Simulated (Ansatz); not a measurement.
# YbSn3: the cost of one run

Computed with Ansatz 0.2.0 through its Python package. The levels of theory stand in the script.

**1. The structure**

It takes space group Pm-3m (No. 221, cubic). Conventional cell: a = 4.861 Å, b = 4.861 Å, c = 4.861 Å, α = 90.00°, β = 90.00°, γ = 90.00°. Around Yb (site symmetry m-3m) lie 12 Sn at 3.44 Å. Sn (site symmetry 4/mmm) has 4 Yb at 3.44 Å and 8 Sn at 3.44 Å as nearest neighbours.

No structure file is read: the coordinates are typed or built in the script.

**2. The code**

The input, ybsn3_lattice.py:

```python
import ansatz as az
import numpy as np

def edges_and_angles(cell):
    cell = np.asarray(cell)
    a, b, c = np.linalg.norm(cell, axis=1)
    cosines = cell[1] @ cell[2] / (b * c), cell[0] @ cell[2] / (a * c), cell[0] @ cell[1] / (a * b)
    return (a, b, c, *np.degrees(np.arccos(cosines)))

crystal = (
    az.Lattice.cubic(4.861)
    .space_group(221)
    .atom("Yb", (0.0, 0.0, 0.0))
    .atom("Sn", (0.0, 0.5, 0.5))
)

model = (
    crystal.calculation()
    .occupations(az.OccupationsMethod.GAUSSIAN)
    .scf(tolerance=1e-07)
    .kpoints(5)
    .relax(cell=True)
)

levels = [("lda", "none"), ("blyp", "d3bj"), ("pbesol", "none")]
print("level            a       b       c    alpha   beta  gamma  V/atom  steps")
for name, dispersion in levels:
    seen = []
    run = model.functional(name, dispersion=dispersion).session().plan()
    res = run.execute(on_event=lambda e: seen.append(e) if e["event"] == "relax_step" else None)
    cell = res.lattice.cell_ang
    label = name if dispersion == "none" else f"{name}+{dispersion}"
    print("{:13s} {:7.4f} {:7.4f} {:7.4f} {:6.2f} {:6.2f} {:6.2f}".format(label, *edges_and_angles(cell)), f"{abs(np.linalg.det(cell)) / len(res.lattice.sites):7.3f} {len(seen):5d}")
```

**3. The run**

The run is started by

```bash
$ python ybsn3_lattice.py
```

What time and memory should one allow on 1 thread of Arm Neoverse V2, shared host?

About 39 s, with a peak of 0.51 GiB.
